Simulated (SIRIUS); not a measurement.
The system is GaGe.

```
Ge Ga
1.0
     0.00000    2.89784    2.89784
     2.89784    0.00000    2.89784
     2.89784    2.89784    0.00000
Ge Ga
1 1
Direct
  0.00000 0.00000 0.00000
  0.25000 0.25000 0.25000
```

The cell comes from a database or a generator and needn't be the stable form of this composition.

Base run:

```yaml
Program: SIRIUS 7.12.0
Functional: RPBE
Potentials_or_basis: PseudoDojo 0.4.1 PBE standard (scalar relativistic)
Cutoff: 1102 eV
Density_cutoff: 4408 eV
k_mesh: 7 × 7 × 7
Occupations: fermi-dirac, width 0.05 eV
Spin: no spin polarisation
```

Its results: band gap on the k mesh none (metal or under the smearing width); pressure 2.4 GPa.

The run is repeated on the same cell with these changes: functional from RPBE to revPBE; libxc names from ["XC_GGA_X_RPBE", "XC_GGA_C_PBE"] to ["XC_GGA_X_PBE_R", "XC_GGA_C_PBE"]. What comes out?

Band gap on the k mesh none (metal or under the smearing width); pressure 1.8 GPa.

Caveats: the potentials were made for another functional, which shifts forces and pressure.
